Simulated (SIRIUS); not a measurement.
# GaB under changes of volume

One of the cells (12.195 Å³/atom); the others are scaled copies at fixed shape and fractional positions:

```
CELL_PARAMETERS angstrom
2.73624 0.00000 0.00000
0.00000 2.73624 0.00000
0.00000 0.00000 3.25764
ATOMIC_POSITIONS crystal
Ga 0.50000 0.50000 0.50000
B 0.00000 0.00000 0.00000
```

The cell was built by a generator and needn't be a form met in nature.

```yaml
Program: SIRIUS 7.10.0
Functional: PBE
Potentials_or_basis: PseudoDojo 0.4.1 PBE standard (scalar relativistic)
Cutoff: 1102 eV
Density_cutoff: 4408 eV
k_mesh: 10 × 10 × 8
Occupations: fermi-dirac, width 0.05 eV
Spin: no spin polarisation
```

```tsv
volume (Å³/atom)	energy over the lowest point (meV/atom)	pressure (GPa)
11.239	14.44	7.3
11.478	5.50	4.6
11.717	0.39	2.2
12.195	0.00	-1.9
12.434	4.06	-3.6
12.673	?	?
```

Problem. What does the run at 12.673 Å³/atom give?

Solution. Energy over the lowest point 10.54 meV/atom; pressure -5.1 GPa.

Worked out: A Birch-Murnaghan fit of order 3 (a polynomial in V^(-2/3)) to the other rows has its minimum at 11.97 Å³/atom with B0 = V·E''(V) = 102 GPa and B' = 4.6 at fixed shape and positions, which overstates the stiffness. It gives 10.55 meV/atom at 12.673 Å³/atom, against the run's 10.54, and -dE/dV = -5.1 GPa, against -5.1.

Energies are extrapolated to zero smearing.
